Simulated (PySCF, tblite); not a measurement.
# C5H7ClF2O2: geometry, infrared bands and NMR shifts

Wanted: the infrared bands and NMR shifts of C5H7ClF2O2 (`COCC(=O)[C@@H](F)[C@@H](F)Cl`), by calculation.

Computed with tblite 0.8.0 and PySCF 2.14.0, with density-fitted response routines of our own, on a single molecule in the gas phase. Atoms are numbered from 0 throughout.

## (1) The molecule as given

17 atoms, charge 0, multiplicity 1; geometry from: force field or distance geometry start.

Bonds of the start (Å): C0–O1 1.44, O1–C2 1.40, C2–C3 1.52, C3–O4 1.22, C3–C5 1.52, C5–F6 1.37, C5–C7 1.51, C7–F8 1.37, C7–Cl9 1.78, C0–H10 1.09, C0–H11 1.10, C0–H12 1.08, C2–H13 1.09, C2–H14 1.10, C5–H15 1.09, C7–H16 1.10.

## (2) Relaxing the molecule with GFN2-xTB

The job: settings as JSON, then the geometry in Å.

```
{"job": {"kind": "relax", "xc": "GFN2-xTB", "basis": "xTB"}, "charge": 0, "multiplicity": 1}
C      2.941300     0.038900     0.573700
O      1.659600    -0.356900     0.062900
C      0.863300     0.756200    -0.250900
C     -0.485600     0.270400    -0.769800
O     -0.870600     0.504800    -1.900100
C     -1.288400    -0.587600     0.195900
F     -1.125200    -0.168800     1.489200
C     -2.751400    -0.581100    -0.167800
F     -3.382700    -1.574100     0.533200
Cl    -3.557300     0.962800     0.219900
H      3.509000    -0.857500     0.805300
H      2.808800     0.624700     1.492600
H      3.469600     0.624800    -0.167300
H      0.691300     1.392800     0.620500
H      1.329300     1.360600    -1.040000
H     -0.895100    -1.607200     0.159200
H     -2.923000    -0.790700    -1.229600
```

Command:

```
OMP_NUM_THREADS=1 python probes_run.py task.json out
```

One launch serves the whole session: the jobs run in the order shown.

**Question.** This job is followed by: GFN2-xTB harmonic vibrations, gas phase; GIAO PBE0/pcSseg-1 NMR shielding, non-relativistic, gas phase. What will the session give for the following? strongest single infrared mode (GFN2-xTB); zero-point energy (GFN2-xTB); ¹³C shifts against TMS (PBE0/pcSseg-1); ¹H shifts against TMS (PBE0/pcSseg-1, means over atoms taken as alike); ¹⁷O shifts against H2O (PBE0/pcSseg-1); ¹⁹F shifts against CFCl3 (PBE0/pcSseg-1); ³⁵Cl shifts against HCl (PBE0/pcSseg-1).

**Answer**, as computed:

| quantity | value |
| --- | --- |
| strongest single infrared mode (GFN2-xTB) | 1797 cm⁻¹, 257 km/mol |
| zero-point energy (GFN2-xTB) | 72.8 kcal/mol |
| ¹³C shifts against TMS (PBE0/pcSseg-1) | 211.6, 110.4, 98.4, 81.5, 62.0 ppm |
| ¹H shifts against TMS (PBE0/pcSseg-1, means over atoms taken as alike) | 6.97, 5.67, 4.27, 4.02, 3.68 ppm |
| ¹⁷O shifts against H2O (PBE0/pcSseg-1) | 665.9, 15.0 ppm |
| ¹⁹F shifts against CFCl3 (PBE0/pcSseg-1) | -169.7, -231.3 ppm |
| ³⁵Cl shifts against HCl (PBE0/pcSseg-1) | 203 ppm |

**Reading.** Relaxing lowered the energy by 0.097 eV in 91 steps; the close pair that moved most is C0–O1, from 1.435 to 1.408 Å. No mode is imaginary among the 45: a minimum at this level. The strongest single mode, at 1797 cm⁻¹, moves mainly C3 and O4. Unscaled tight-binding wavenumbers are off by several per cent, some by more. Its intensities can rank the bands wrongly. The most deshielded carbon is C3 (ketone carbonyl carbon), at 211.6 ppm: the double bond to the heteroatom, with no lone-pair donor beside it, deshields it most. The most deshielded hydrogen is H16 (hydrogen on an sp3 CH bonded to Cl and F), at 6.97 ppm: its carbon carries Cl and F, hence the downfield position. At PBE0/pcSseg-1: The largest span, 1295 ppm, is at O4, where the paramagnetic term is -727 ppm.
